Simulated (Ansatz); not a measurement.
## Tl3S in Ansatz: convergence with smearing width

Input of the first run (smearing width 0.3 eV); the others differ in this setting and in those tied to it:

Contents of input.yaml:

```yaml
crystal:
  lattice:
    - [-2.35097, 2.35097, 5.142801]
    - [2.35097, -2.35097, 5.142801]
    - [2.35097, 2.35097, -5.142801]
  atoms:
    - { symbol: Tl, position: [0.5, 0.5, 0.0] }
    - { symbol: Tl, position: [0.25, 0.75, 0.5] }
    - { symbol: Tl, position: [0.75, 0.25, 0.5] }
    - { symbol: S, position: [0.0, 0.0, 0.0] }
hamiltonian:
  xc: pbesol
  pseudopotentials: { kind: nc, accuracy: standard }
kpoints:
  mp_grid: { grid: [7, 7, 7] }
scf:
  occupations: { method: fermi_dirac, width: 0.3 }
output:
  forces: true
  stress: true
  eigenvalues: true
```

Potentials or basis: PseudoDojo standard (PBEsol files).

Launch:

```bash
$ ansatz run input.yaml --threads 2 --pin off --max-ram 5632MiB --backend cpu --events-out ev --progress --plain --runs-dir out
```

The cell comes from a database or a generator and needn't be the stable form of this composition.

Hardware: 2 threads of Arm Neoverse V1, with other jobs on the host.

```tsv
smearing width	energy less the tightest run, at zero smearing (meV/atom)	pressure (GPa)	SCF cycles	CPU time (s)	peak memory (GiB)
0.3 eV	2.76	-2.62	8	23	0.61
0.2 eV	-1.35	-2.77	8	19	0.6
0.15 eV	-2.05	-2.81	8	22	0.6
0.1 eV	-1.86	-2.83	7	18	0.59
0.05 eV	-0.85	-2.85	7	18	0.59
0.025 eV	-0.23	-2.85	7	18	0.59
0.01 eV	-0.03	-2.86	7	18	0.59
0.005 eV	0.00	-2.86	7	17	0.59
```

Against the tightest run, the energy stays within 1 meV/atom from 0.05 eV on; the pressure stays within 0.1 GPa from 0.2 eV on. Narrower smearing needs a denser k mesh, so at a fixed mesh the narrowest width isn't the most accurate. The tightest run that finished is the yardstick and may itself not be fully converged.

The run has no spin-orbit coupling, so splittings on Tl are missing.
